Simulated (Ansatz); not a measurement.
**C₂H₆F₂Si: up Jacob's ladder to CCSD(T)**

One table from this session's results is given with a row withheld; the runs are named, their logs left out.

Computed with Ansatz 0.2.0, Gaussian basis. Level: functionals in def2-TZVPP, the program's frozen cores in correlated methods.

The runs, in order: LDA (SPW92), PBE-D4, revPBE-D4, BLYP-D4, r2SCAN-D4, B97M-V, PBE0-D4, B3LYP-D4, r2SCANh-D4, r2SCAN0-D4, HSE06-D4, BHLYP-D4, CAM-B3LYP-D4, LC-ωPBE, ωB97X-V, ωB97M-V, B2PLYP, PBE-QIDH; CCSD(T)/def2-SVP; CCSD(T)/def2-TZVPP; MP2/def2-QZVPP; extrapolation to the limit; RPA on PBE.

### Structure used throughout

All runs share one geometry, relaxed beforehand with PBE0-D4 in a triple-zeta def2 set.

SMILES `FC(F)C[SiH3]`, 11 atoms, charge 0, spin multiplicity 1.

Atoms are counted from 1 here; the program's logs count them from 0.

Bond lengths: F1–C2 1.363 Å, C2–F3 1.361 Å, C2–C4 1.500 Å, C2–H6 1.095 Å, C4–Si5 1.887 Å, C4–H7 1.094 Å, C4–H8 1.094 Å, Si5–H9 1.486 Å, Si5–H10 1.483 Å, Si5–H11 1.488 Å. Angles: F1–C2–F3 106.6°, F1–C2–C4 110.5°, F1–C2–H6 107.5°, F3–C2–C4 110.8°, F3–C2–H6 107.3°, C4–C2–H6 113.7°, C2–C4–Si5 114.2°, C2–C4–H7 108.3°, C2–C4–H8 108.4°, Si5–C4–H7 108.8°, Si5–C4–H8 109.6°, H7–C4–H8 107.4°, C4–Si5–H9 108.4°, C4–Si5–H10 111.3°, C4–Si5–H11 109.5°, H9–Si5–H10 109.4°, H9–Si5–H11 108.9°, H10–Si5–H11 109.3°.

Set-up of the first run:

in.yaml reads:

```yaml
crystal:
  periodic: [false, false, false]
  atoms:
    - {symbol: F, position_ang: [-0.634587, -0.175464, 1.902308]}
    - {symbol: C, position_ang: [0.514418, -0.433395, 1.216699]}
    - {symbol: F, position_ang: [1.040013, -1.570451, 1.750005]}
    - {symbol: C, position_ang: [0.225221, -0.614150, -0.243578]}
    - {symbol: Si, position_ang: [-0.608258, 0.871015, -1.057027]}
    - {symbol: H, position_ang: [1.215342, 0.381078, 1.429799]}
    - {symbol: H, position_ang: [1.169890, -0.812629, -0.758048]}
    - {symbol: H, position_ang: [-0.405559, -1.500303, -0.363229]}
    - {symbol: H, position_ang: [-0.605507, 0.662191, -2.527819]}
    - {symbol: H, position_ang: [-2.005162, 1.029320, -0.585527]}
    - {symbol: H, position_ang: [0.159686, 2.105685, -0.743084]}
basis:
  gaussian: {orbitals: def2-TZVPP}
hamiltonian: {xc: lda}
output: {orbitals: {seedname: orbitals}}
```

Command:

```bash
$ ansatz run in.yaml --threads 4 --pin off --events-out ev --progress --plain --max-ram 10444MiB
```

Steps of the session up to this table: LDA; PBE-D4 (GGA); revPBE-D4 (GGA); BLYP-D4 (GGA); r2SCAN-D4 (meta-GGA); B97M-V (meta-GGA); PBE0-D4 (hybrid); B3LYP-D4 (hybrid); r2SCANh-D4 (hybrid); r2SCAN0-D4 (hybrid); HSE06-D4 (hybrid); BHLYP-D4 (hybrid); CAM-B3LYP-D4 (range-separated); LC-ωPBE (range-separated); ωB97X-V (range-separated); ωB97M-V (range-separated); B2PLYP (double hybrid); PBE-QIDH (double hybrid).

One table of the session follows, with a row left open; its other results are not shown here.

It belongs to the step «Frontier levels by functional». 

```
  functional  HOMO (eV)  LUMO (eV)  gap (eV)
 LDA (SPW92)      -8.04      -0.49      7.54
      PBE-D4      -7.89      -0.27      7.62
   revPBE-D4      -7.83      -0.17      7.65
     BLYP-D4      -7.83      -0.19      7.64
   r2SCAN-D4      -8.26       0.23      8.49
      B97M-V      -8.44      -0.16      8.28
     PBE0-D4      -9.49       0.52     10.01
    B3LYP-D4      -9.26       0.27      9.53
  r2SCANh-D4      -8.86       0.48      9.34
  r2SCAN0-D4      -9.72       0.85     10.57
    HSE06-D4      -9.08       0.15      9.24
    BHLYP-D4          ?          ?         ?
CAM-B3LYP-D4     -10.93       1.39     12.32
     LC-ωPBE     -12.27       2.59     14.85
     ωB97X-V     -11.92       2.43     14.35
     ωB97M-V     -11.78       2.04     13.82
```

Estimate the missing values for BHLYP-D4.

Worked estimate for «HOMO (eV)». Against the share of exact exchange, BLYP-D4 (0, -7.83), B3LYP-D4 (0.2, -9.26) give a slope of -7.15 per unit share; at 0.5 the line stands at -11.40.

As computed: HOMO (eV): -10.87; LUMO (eV): 1.23; gap (eV): 12.10. In «HOMO (eV)» the line misses by -0.53.
